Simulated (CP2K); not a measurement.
# HfIn4SiO6 (C2) in CP2K: equation of state

How stiff is HfIn4SiO6 in PBE, and what volume does it want? The cell is scaled to several volumes.

Everything below comes from runs of CP2K 2026.2. Logs are shortened: lines on timing, memory, paths and dates and some standing lists are left out, and cuts for length are marked.

## Step 1: The structure

It takes space group C2 (No. 5, monoclinic). The conventional cell has a = 5.432 Å, b = 9.407 Å, c = 7.636 Å, α = 90.00°, β = 104.07°, γ = 90.00°. Hf (site symmetry 2) has 6 O at 2.13 to 2.14 Å as nearest neighbours. In (site symmetry 2) has 2 O at 2.73 Å and 4 In at 3.12 Å as nearest neighbours. In (site symmetry 2) has 6 O at 2.23 Å as nearest neighbours. Around In (site symmetry 2) lie 2 O at 2.73 Å and 3 In at 3.07 to 3.12 Å. Around In (site symmetry 2) lie 2 O at 2.73 Å and 3 In at 3.07 to 3.12 Å. Si (site symmetry 2) has 6 O at 1.85 Å as nearest neighbours. O (site symmetry 1) is surrounded by 1 Si at 1.85 Å. O (site symmetry 1) is surrounded by 1 Si at 1.85 Å.

The cell was built by a generator and needn't be a form met in nature.

## Step 2: Single point, PBE, 15.77 Å³/atom

The input, hfin4sio6_eos.inp:

```
&GLOBAL
  PROJECT hfin4sio6_eos
  RUN_TYPE ENERGY_FORCE
  PRINT_LEVEL LOW
&END GLOBAL
&FORCE_EVAL
  METHOD QS
  STRESS_TENSOR ANALYTICAL
  &DFT
    BASIS_SET_FILE_NAME BASIS_MOLOPT_UZH
    POTENTIAL_FILE_NAME POTENTIAL_UZH
    &MGRID
      CUTOFF 600
      REL_CUTOFF 60
      NGRIDS 4
    &END MGRID
    &QS
      METHOD GPW
      EPS_DEFAULT 1.0E-10
    &END QS
    &KPOINTS
      SCHEME MONKHORST-PACK 6 6 4
      GAMMA_CENTERED T
      SYMMETRY T
      SYMMETRY_BACKEND SPGLIB
    &END KPOINTS
    &SCF
      SCF_GUESS ATOMIC
      EPS_SCF 1.0E-6
      MAX_SCF 100
      ADDED_MOS 33
      CHOLESKY OFF
      EPS_EIGVAL 1.0E-7
      &DIAGONALIZATION ON
        ALGORITHM STANDARD
      &END DIAGONALIZATION
      &MIXING ON
        METHOD BROYDEN_MIXING
        ALPHA 0.4
        BETA 1.5
        NBUFFER 8
      &END MIXING
      &SMEAR ON
        METHOD FERMI_DIRAC
        ELECTRONIC_TEMPERATURE 580.23
      &END SMEAR
    &END SCF
    &XC
      &XC_FUNCTIONAL PBE
      &END XC_FUNCTIONAL
    &END XC
    &PRINT
      &KPOINTS ON
      &END KPOINTS
      &MULLIKEN ON
      &END MULLIKEN
      &MO ON
        ENERGIES T
        OCCUPATION_NUMBERS T
        &EACH
          QS_SCF 0
        &END EACH
        ADD_LAST NUMERIC
      &END MO
    &END PRINT
  &END DFT
  &SUBSYS
    &CELL
      A 5.4313425004 0.0000000000 0.0000000000
      B -2.7152881875 4.7039017225 0.0000000000
      C -0.9282855847 -1.6076866136 7.4069988498
      PERIODIC XYZ
    &END CELL
    &COORD
      SCALED
      Hf  0.7883500000 0.2116500000 0.0000000000
      In  0.6217500000 0.3782500000 0.5000000000
      In  0.4550200000 0.5449800000 0.0000000000
      In  0.2840700000 0.7159300000 0.5000000000
      In  0.9581400000 0.0418600000 0.5000000000
      Si  0.1216800000 0.8783200000 0.0000000000
      O   0.0621900000 0.1141500000 0.8666600000
      O   0.8858500000 0.9378100000 0.1333400000
      O   0.7949000000 0.5378400000 0.8666300000
      O   0.4621600000 0.2051000000 0.1333700000
      O   0.1535200000 0.6287900000 0.1333300000
      O   0.3712100000 0.8464800000 0.8666700000
    &END COORD
    &KIND Hf
      BASIS_SET TZVP-MOLOPT-PBE-GTH-q12
      POTENTIAL GTH-PBE-q12
    &END KIND
    &KIND In
      BASIS_SET TZVP-MOLOPT-PBE-GTH-q13
      POTENTIAL GTH-PBE-q13
    &END KIND
    &KIND Si
      BASIS_SET TZVP-MOLOPT-PBE-GTH-q4
      POTENTIAL GTH-PBE-q4
    &END KIND
    &KIND O
      BASIS_SET TZVP-MOLOPT-PBE-GTH-q6
      POTENTIAL GTH-PBE-q6
    &END KIND
    &PRINT
      &ATOMIC_COORDINATES ON
      &END ATOMIC_COORDINATES
      &CELL ON
      &END CELL
    &END PRINT
  &END SUBSYS
  &PRINT
    &FORCES ON
    &END FORCES
    &STRESS_TENSOR ON
    &END STRESS_TENSOR
  &END PRINT
&END FORCE_EVAL
```

Potentials or basis: POTENTIAL_UZH Hf GTH-PBE-q12, In GTH-PBE-q13, Si GTH-PBE-q4, O GTH-PBE-q6; TZVP-MOLOPT-PBE-GTH basis.

Launch:

```
OMP_NUM_THREADS=1 mpirun -n 6 cp2k.psmp -i hfin4sio6_eos.inp -o hfin4sio6_eos.out
```

hfin4sio6_eos.out:

```text

 CP2K| version string:                                       CP2K version 2026.2
 CP2K| Input file name                                         hfin4sio6_eos.inp

 GLOBAL| Force Environment number                                              1
 GLOBAL| Basis set file name                                    BASIS_MOLOPT_UZH
 GLOBAL| Potential file name                                       POTENTIAL_UZH
 GLOBAL| MM Potential file name                                     MM_POTENTIAL
 GLOBAL| Coordinate file name                                      __STD_INPUT__
 GLOBAL| Method name                                                        CP2K
 GLOBAL| Project name                                              hfin4sio6_eos
 GLOBAL| Run type                                                   ENERGY_FORCE
 GLOBAL| FFT library                                                       FFTW3
 GLOBAL| Diagonalization library                                       ScaLAPACK
 GLOBAL| Cholesky decomposition library                                ScaLAPACK
 GLOBAL| DGEMM library                                                      BLAS
 GLOBAL| Direct generalized diagonalization requested                          F
 GLOBAL| Matrix multiplication library                                 ScaLAPACK
 GLOBAL| Global print level                                                  LOW
 GLOBAL| Total number of message passing processes                             6
 GLOBAL| Number of threads for this process                                    1
 GLOBAL| CPU model name                                                  UNKNOWN

 CELL| Volume [angstrom^3]:                                           189.237720
 CELL| Vector a [angstrom]:       5.431     0.000     0.000   |a| =     5.431343
 CELL| Vector b [angstrom]:      -2.715     4.704     0.000   |b| =     5.431343
 CELL| Vector c [angstrom]:      -0.928    -1.608     7.407   |c| =     7.636099
 CELL| Angle (b,c), alpha [degree]:                                    96.982456
 CELL| Angle (a,c), beta  [degree]:                                    96.982456
 CELL| Angle (a,b), gamma [degree]:                                   119.995334
 CELL| Numerically orthorhombic:                                              NO
 CELL| Periodicity                                                           XYZ

 CELL_REF| Volume [angstrom^3]:                                       189.237720
 CELL_REF| Vector a [angstrom     5.431     0.000     0.000   |a| =     5.431343
 CELL_REF| Vector b [angstrom    -2.715     4.704     0.000   |b| =     5.431343
 CELL_REF| Vector c [angstrom    -0.928    -1.608     7.407   |c| =     7.636099
 CELL_REF| Angle (b,c), alpha [degree]:                                96.982456
 CELL_REF| Angle (a,c), beta  [degree]:                                96.982456
 CELL_REF| Angle (a,b), gamma [degree]:                               119.995334
 CELL_REF| Numerically orthorhombic:                                          NO
 CELL_REF| Periodicity                                                       XYZ
[... 9 lines left out ...]
 TOTAL NUMBERS AND MAXIMUM NUMBERS

  Total number of            - Atomic kinds:                                   4
                             - Atoms:                                         12
                             - Shell sets:                                    12
                             - Shells:                                       100
                             - Primitive Cartesian functions:                 63
                             - Cartesian basis functions:                    327
                             - Spherical basis functions:                    290

  Maximum angular momentum of- Orbital basis functions:                        3
                             - Local part of the GTH pseudopotential:          2
                             - Non-local part of the GTH pseudopotential:      4

 MODULE QUICKSTEP: ATOMIC COORDINATES IN ANGSTROM

[... 30 lines left out ...]
  Fermi energy:                                                 0.28192113351551

  Total energy:                                              -375.06870926589113
  Total energy (extrapolated to T->0):                       -375.06827325258655

 MO| EIGENVALUES AND OCCUPATION NUMBERS FOR K POINT 1
 MO|
 MO|  Index      Eigenvalue [a.u.]        Eigenvalue [eV]             Occupation
 MO|      1              -2.036684             -55.420982               2.000000
 MO|      2              -0.919462             -25.019841               2.000000
 MO|      3              -0.919402             -25.018195               2.000000
 MO|      4              -0.918489             -24.993345               2.000000
 MO|      5              -0.496599             -13.513133               2.000000
 MO|      6              -0.466521             -12.694692               2.000000
[... 1260 lines left out ...]
 MO|     84               0.747888              20.351061               0.000000
 MO|     85               0.774621              21.078518               0.000000
 MO| Sum:                                                             102.447144
 MO| E(Fermi):            0.281921 a.u.          7.671464 eV

 [... the levels of further k-points ...]

 !-----------------------------------------------------------------------------!
                     Mulliken Population Analysis

 #  Atom  Element  Kind  Atomic population                           Net charge
       1     Hf       1          9.719833                              2.280167
       2     In       2         12.765676                              0.234324
       3     In       2         11.424951                              1.575049
       4     In       2         12.764492                              0.235508
       5     In       2         12.766558                              0.233442
       6     Si       3          2.391745                              1.608255
       7     O        4          7.027348                             -1.027348
       8     O        4          7.027348                             -1.027348
       9     O        4          7.028056                             -1.028056
      10     O        4          7.028055                             -1.028055
      11     O        4          7.027969                             -1.027969
      12     O        4          7.027969                             -1.027969
 # Total charge                            104.000000                  0.000000

 !-----------------------------------------------------------------------------!

 ENERGY| Total FORCE_EVAL ( QS ) energy [hartree]           -375.068708697296643

 FORCES| Atomic forces [hartree/bohr]
 FORCES|   Atom     x               y               z               |f|
 FORCES|      1 -1.41257045E-04  8.15570578E-05  1.85246803E-09   1.63110718E-04
 FORCES|      2 -1.95440109E-05  1.12930987E-05 -1.63264010E-08   2.25721666E-05
 FORCES|      3 -1.02631120E-05  5.95292246E-06 -3.52540542E-09   1.18646014E-05
 FORCES|      4 -7.74895935E-05  4.47413222E-05 -3.03365986E-08   8.94786228E-05
 FORCES|      5  1.09135964E-04 -6.30135631E-05 -3.79280675E-09   1.26021299E-04
 FORCES|      6 -7.60214546E-05  4.38974029E-05  3.54331429E-08   8.77852197E-05
 FORCES|      7 -4.89632480E-03 -6.91544117E-04  9.05225634E-04   5.02709292E-03
 FORCES|      8 -1.84890787E-03  4.58625500E-03 -9.05155988E-04   5.02707695E-03
 FORCES|      9  3.04695992E-03 -4.53731327E-03  9.29893298E-04   5.54399477E-03
 FORCES|     10  5.45286615E-03 -3.70522431E-04 -9.29887543E-04   5.54398115E-03
 FORCES|     11 -2.80166178E-03 -4.25692155E-03 -9.09395585E-04   5.17664854E-03
 FORCES|     12  2.28615443E-03  4.55455975E-03  9.09336820E-04   5.17662149E-03
 FORCES| Sum     1.02364680E-03 -5.91058369E-04 -6.04501126E-11
 FORCES| Total atomic force                                       1.18203332E-03

 STRESS| Analytical stress tensor [bar]
 STRESS|                        x                   y                   z
 STRESS|      x       -3.36827274906E+03   3.13389140841E+02   2.57866059169E+01
 STRESS|      y        3.13389140841E+02  -3.00646337366E+03   4.48410105273E+01
 STRESS|      z        2.57866059169E+01   4.48410105273E+01  -5.93067035637E+03
 STRESS| 1/3 Trace                                            -4.10180215970E+03
 STRESS| Determinant                                          -5.94654951387E+10

 STRESS| Eigenvectors and eigenvalues of the analytical stress tensor [bar]
 STRESS|                        1                   2                   3
 STRESS| Eigenvalues  -5.93153180239E+03  -3.54922335998E+03  -2.82465131671E+03
 STRESS|      x          -0.008293321184      0.866008440384      0.499960600456
 STRESS|      y          -0.014439237158     -0.500029378880      0.865888057827
 STRESS|      z           0.999861355016     -0.000037961907      0.016651405492
```

Wall time 2 min (6 MPI ranks of Arm Neoverse V1, shared host).

Results:

| Property | Result |
| --- | --- |
| Free energy | -10206.1386 eV |
| Pressure | -0.4 GPa |
| Largest force | 0.285 eV/Å |
| Band gap on the k mesh | none (metal or under the smearing width) |
| Mulliken charges | Hf +2.28; In +0.23, +1.58, +0.24; Si +1.61; O -1.03 e |

Caveat: Mulliken charges move with the basis; the basis of atomic orbitals isn't converged, which shifts pressures, moduli and gaps.

## Step 3: Single point, PBE, 15.45 Å³/atom (volume scaled by 0.98)

hfin4sio6_eos.inp: that of step 2 with these lines changed.

```diff
@@ -11,2 +11,3 @@
     POTENTIAL_FILE_NAME POTENTIAL_UZH
+    WFN_RESTART_FILE_NAME previous-RESTART.kp
     &MGRID
@@ -27,3 +28,3 @@
     &SCF
-      SCF_GUESS ATOMIC
+      SCF_GUESS RESTART
       EPS_SCF 1.0E-6
@@ -68,5 +69,5 @@
     &CELL
-      A 5.4313425004 0.0000000000 0.0000000000
-      B -2.7152881875 4.7039017225 0.0000000000
-      C -0.9282855847 -1.6076866136 7.4069988498
+      A 5.3948894390 0.0000000000 0.0000000000
+      B -2.6970642277 4.6723309610 0.0000000000
+      C -0.9220552924 -1.5968964454 7.3572859502
       PERIODIC XYZ
```

Potentials or basis: POTENTIAL_UZH Hf GTH-PBE-q12, In GTH-PBE-q13, Si GTH-PBE-q4, O GTH-PBE-q6; TZVP-MOLOPT-PBE-GTH basis.

Launch:

```
OMP_NUM_THREADS=1 mpirun -n 6 cp2k.psmp -i hfin4sio6_eos.inp -o hfin4sio6_eos.out
```

Run time: 99 s. Hardware: 6 MPI ranks of Arm Neoverse V1, shared host.

Results (log left out):

```yaml
Free_energy: -10206.1206 eV
Pressure: 2.0 GPa
Band_gap_on_the_k_mesh: none (metal or under the smearing width)
Mulliken_charges: Hf +2.28; In +0.23, +1.59; Si +1.63; O -1.03 e
```

Caveat: the forces don't sum to zero, a sign of grid noise; Mulliken charges move with the basis; the basis of atomic orbitals isn't converged, which shifts pressures, moduli and gaps.

## Step 4: Single point, PBE, 16.09 Å³/atom (volume scaled by 1.02)

hfin4sio6_eos.inp: that of step 3 with these lines changed.

```diff
@@ -69,5 +69,5 @@
     &CELL
-      A 5.3948894390 0.0000000000 0.0000000000
-      B -2.6970642277 4.6723309610 0.0000000000
-      C -0.9220552924 -1.5968964454 7.3572859502
+      A 5.4673127043 0.0000000000 0.0000000000
+      B -2.7332707525 4.7350542974 0.0000000000
+      C -0.9344333505 -1.6183338551 7.4560532519
       PERIODIC XYZ
```

Launch:

```
OMP_NUM_THREADS=1 mpirun -n 6 cp2k.psmp -i hfin4sio6_eos.inp -o hfin4sio6_eos.out
```

Wall time 85 s (6 MPI ranks of Arm Neoverse V1, shared host).

Results (log left out):

```
Free energy            : -10206.1025 eV
Pressure               : -2.6 GPa
Largest force          : 0.394 eV/Å
Band gap on the k mesh : none (metal or under the smearing width)
Mulliken charges       : Hf +2.28; In +0.24, +1.56; Si +1.59; O -1.02 e
```

Caveat: Mulliken charges move with the basis; the basis of atomic orbitals isn't converged, which shifts pressures, moduli and gaps.

## Step 5: Single point, PBE, 15.14 Å³/atom (volume scaled by 0.96)

hfin4sio6_eos.inp: that of step 4 with these lines changed.

```diff
@@ -69,5 +69,5 @@
     &CELL
-      A 5.4673127043 0.0000000000 0.0000000000
-      B -2.7332707525 4.7350542974 0.0000000000
-      C -0.9344333505 -1.6183338551 7.4560532519
+      A 5.3579369817 0.0000000000 0.0000000000
+      B -2.6785906053 4.6403276898 0.0000000000
+      C -0.9157396470 -1.5859584553 7.3068919992
       PERIODIC XYZ
```

Launch:

```
OMP_NUM_THREADS=1 mpirun -n 6 cp2k.psmp -i hfin4sio6_eos.inp -o hfin4sio6_eos.out
```

Run time: 2.2 min. Hardware: 6 MPI ranks of Arm Neoverse V1, shared host.

The run converged. Its results:

```
Free energy            : -10206.0405 eV
Pressure               : 4.8 GPa
Band gap on the k mesh : none (metal or under the smearing width)
Mulliken charges       : Hf +2.28; In +0.23, +1.61; Si +1.65; O -1.03 e
```

Caveat: the forces don't sum to zero, a sign of grid noise; Mulliken charges move with the basis; the basis of atomic orbitals isn't converged, which shifts pressures, moduli and gaps.

## Step 6: Single point, PBE, 16.40 Å³/atom (volume scaled by 1.04)

hfin4sio6_eos.inp: that of step 5 with these lines changed.

```diff
@@ -69,5 +69,5 @@
     &CELL
-      A 5.3579369817 0.0000000000 0.0000000000
-      B -2.6785906053 4.6403276898 0.0000000000
-      C -0.9157396470 -1.5859584553 7.3068919992
+      A 5.5028157296 0.0000000000 0.0000000000
+      B -2.7510197612 4.7658022648 0.0000000000
+      C -0.9405012696 -1.6288428110 7.5044705388
       PERIODIC XYZ
```

Potentials or basis: POTENTIAL_UZH Hf GTH-PBE-q12, In GTH-PBE-q13, Si GTH-PBE-q4, O GTH-PBE-q6; TZVP-MOLOPT-PBE-GTH basis.

Launch:

```
OMP_NUM_THREADS=1 mpirun -n 6 cp2k.psmp -i hfin4sio6_eos.inp -o hfin4sio6_eos.out
```

Wall time 2 min (6 MPI ranks of Arm Neoverse V1, shared host).

The run converged. Its results:

* Free energy: -10206.0174 eV
* Pressure: -4.6 GPa
* Band gap on the k mesh: none (metal or under the smearing width)
* Mulliken charges: Hf +2.27; In +0.24, +1.55; Si +1.58; O -1.02 e

Caveat: the forces don't sum to zero, a sign of grid noise; Mulliken charges move with the basis; the basis of atomic orbitals isn't converged, which shifts pressures, moduli and gaps.

## Step 7: Single point, PBE, 14.82 Å³/atom (volume scaled by 0.94)

hfin4sio6_eos.inp: that of step 6 with these lines changed.

```diff
@@ -69,5 +69,5 @@
     &CELL
-      A 5.5028157296 0.0000000000 0.0000000000
-      B -2.7510197612 4.7658022648 0.0000000000
-      C -0.9405012696 -1.6288428110 7.5044705388
+      A 5.3204676651 0.0000000000 0.0000000000
+      B -2.6598585896 4.6078767841 0.0000000000
+      C -0.9093356637 -1.5748674739 7.2557931805
       PERIODIC XYZ
```

Launch:

```
OMP_NUM_THREADS=1 mpirun -n 6 cp2k.psmp -i hfin4sio6_eos.inp -o hfin4sio6_eos.out
```

Wall time 2.4 min (6 MPI ranks of Arm Neoverse V1, shared host).

It converged, with:

| Item | Value |
| --- | --- |
| Free energy | -10205.8917 eV |
| Pressure | 7.9 GPa |
| Largest force | 0.624 eV/Å |
| Band gap on the k mesh | none (metal or under the smearing width) |
| Mulliken charges | Hf +2.27; In +0.22, +1.62; Si +1.67; O -1.04 e |

Caveat: Mulliken charges move with the basis; the basis of atomic orbitals isn't converged, which shifts pressures, moduli and gaps.

## Step 8: Single point, PBE, 16.72 Å³/atom (volume scaled by 1.06)

hfin4sio6_eos.inp: that of step 7 with these lines changed.

```diff
@@ -69,5 +69,5 @@
     &CELL
-      A 5.3204676651 0.0000000000 0.0000000000
-      B -2.6598585896 4.6078767841 0.0000000000
-      C -0.9093356637 -1.5748674739 7.2557931805
+      A 5.5378664564 0.0000000000 0.0000000000
+      B -2.7685426525 4.7961585117 0.0000000000
+      C -0.9464918850 -1.6392178857 7.5522710029
       PERIODIC XYZ
```

Launch:

```
OMP_NUM_THREADS=1 mpirun -n 6 cp2k.psmp -i hfin4sio6_eos.inp -o hfin4sio6_eos.out
```

Run time: 2.1 min. Hardware: 6 MPI ranks of Arm Neoverse V1, shared host.

It converged, with:

```yaml
Free_energy: -10205.8885 eV
Pressure: -6.3 GPa
Band_gap_on_the_k_mesh: none (metal or under the smearing width)
Mulliken_charges: Hf +2.27; In +0.24, +1.53, +0.25; Si +1.56; O -1.02 e
```

Caveat: the forces don't sum to zero, a sign of grid noise; Mulliken charges move with the basis; the basis of atomic orbitals isn't converged, which shifts pressures, moduli and gaps.

## Step 9: Equation of state, PBE

Potentials or basis: POTENTIAL_UZH Hf GTH-PBE-q12, In GTH-PBE-q13, Si GTH-PBE-q4, O GTH-PBE-q6; TZVP-MOLOPT-PBE-GTH basis.

This step only gathers the single runs of the series.

What came out:

* Equilibrium volume: 15.71 Å³/atom
* Bulk modulus at fixed shape and positions: 118 GPa
* Pressure derivative of the bulk modulus: 4.7

Energy against volume, from the lowest point:
| volume (Å³/atom) | energy (meV/atom) |
| --- | --- |
| 14.824 | 20.57 |
| 15.139 | 8.18 |
| 15.454 | 1.50 |
| 15.770 | 0.00 |
| 16.085 | 3.01 |
| 16.401 | 10.10 |
| 16.716 | 20.85 |

Caveat: the cell was scaled at fixed shape and fractional positions, which overstates the stiffness of a crystal with free parameters, most of all of layers and chains; the basis of atomic orbitals isn't converged, which shifts pressures, moduli and gaps.
